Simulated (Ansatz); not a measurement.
# AlBrFH3Sn: up Jacob's ladder to CCSD(T)

One table from this session's results is given with a row withheld; the runs are named, their logs left out.

Method: functionals in def2-TZVPP, the program's frozen cores in correlated methods; program: Ansatz 0.2.0, Gaussian basis.

Levels to be run: LDA (SPW92), PBE-D4, revPBE-D4, BLYP-D4, r2SCAN-D4, B97M-V, PBE0-D4, B3LYP-D4, r2SCANh-D4, r2SCAN0-D4, HSE06-D4, BHLYP-D4, CAM-B3LYP-D4, LC-ωPBE, ωB97X-V, ωB97M-V, B2PLYP, PBE-QIDH; CCSD(T)/def2-SVP; CCSD(T)/def2-TZVPP; MP2/def2-QZVPP; extrapolation to the limit; RPA on PBE.

### Structure used throughout

The geometry comes from an earlier relaxation with PBE0-D4 in a triple-zeta def2 set; it is a stationary point, not always the lowest conformer. Sn takes the def2 core potential; no spin-orbit term is included.

7 atoms, charge 0, spin multiplicity 1.

Atoms are counted from 1 here; the program's logs count them from 0.

Bond lengths: F1–Sn2 1.929 Å, Sn2–Al3 2.725 Å, Sn2–Br4 2.837 Å, Sn2–H5 1.727 Å, Al3–Br4 2.425 Å, Al3–H6 1.577 Å, Al3–H7 1.574 Å. Angles: F1–Sn2–Al3 117.0°, F1–Sn2–Br4 101.1°, F1–Sn2–H5 97.7°, Al3–Sn2–Br4 51.6°, Al3–Sn2–H5 136.4°, Br4–Sn2–H5 98.6°, Sn2–Al3–Br4 66.6°, Sn2–Al3–H6 110.4°, Sn2–Al3–H7 110.7°, Br4–Al3–H6 111.6°, Br4–Al3–H7 112.2°, H6–Al3–H7 128.6°, Sn2–Br4–Al3 61.8°.

The first run:

The input, in.yaml:

```yaml
crystal:
  periodic: [false, false, false]
  atoms:
    - {symbol: F, position_ang: [-1.790857, -1.984072, 0.257915]}
    - {symbol: Sn, position_ang: [-1.154798, -0.192835, 0.587690]}
    - {symbol: Al, position_ang: [1.464549, 0.312488, 0.032166]}
    - {symbol: Br, position_ang: [0.024931, 0.435218, -1.915127]}
    - {symbol: H, position_ang: [-2.658790, 0.629949, 0.379510]}
    - {symbol: H, position_ang: [1.868365, 1.747329, 0.545537]}
    - {symbol: H, position_ang: [2.308101, -1.016176, 0.066608]}
basis:
  gaussian: {orbitals: def2-TZVPP}
hamiltonian: {xc: lda}
output: {orbitals: {seedname: orbitals}}
```

Steps of the session up to this table: LDA; PBE-D4 (GGA); revPBE-D4 (GGA); BLYP-D4 (GGA); r2SCAN-D4 (meta-GGA); B97M-V (meta-GGA); PBE0-D4 (hybrid); B3LYP-D4 (hybrid); r2SCANh-D4 (hybrid); r2SCAN0-D4 (hybrid); HSE06-D4 (hybrid); BHLYP-D4 (hybrid); CAM-B3LYP-D4 (range-separated); LC-ωPBE (range-separated); ωB97X-V (range-separated); ωB97M-V (range-separated); B2PLYP (double hybrid); PBE-QIDH (double hybrid).

One of the session's tables, all rows but one given; the rest of the session is left out.

It belongs to the step «Orbital energies across the functionals». 

| functional | HOMO (eV) | LUMO (eV) | gap (eV) |
| --- | --- | --- | --- |
| LDA (SPW92) | -6.83 | -3.24 | 3.59 |
| PBE-D4 | -6.68 | -2.99 | 3.68 |
| revPBE-D4 | -6.62 | -2.90 | 3.73 |
| BLYP-D4 | -6.56 | -2.90 | 3.66 |
| r2SCAN-D4 | -6.97 | -2.87 | 4.10 |
| B97M-V | -6.98 | -2.94 | 4.04 |
| PBE0-D4 | -7.72 | -2.32 | 5.40 |
| B3LYP-D4 | ? | ? | ? |
| r2SCANh-D4 | -7.35 | -2.62 | 4.73 |
| r2SCAN0-D4 | -7.91 | -2.24 | 5.67 |
| HSE06-D4 | -7.34 | -2.67 | 4.66 |
| BHLYP-D4 | -8.65 | -1.57 | 7.08 |
| CAM-B3LYP-D4 | -8.93 | -1.40 | 7.53 |
| LC-ωPBE | -10.11 | -0.34 | 9.77 |
| ωB97X-V | -9.83 | -0.43 | 9.40 |
| ωB97M-V | -9.69 | -0.58 | 9.11 |

Estimate the missing values for B3LYP-D4.

Worked estimate for «HOMO (eV)». Against the share of exact exchange, BLYP-D4 (0, -6.56), BHLYP-D4 (0.5, -8.65) give a slope of -4.18 per unit share; at 0.2 the line stands at -7.40.

**Answer.** HOMO (eV): -7.55; LUMO (eV): -2.52; gap (eV): 5.03. In «HOMO (eV)» the line misses by +0.15.
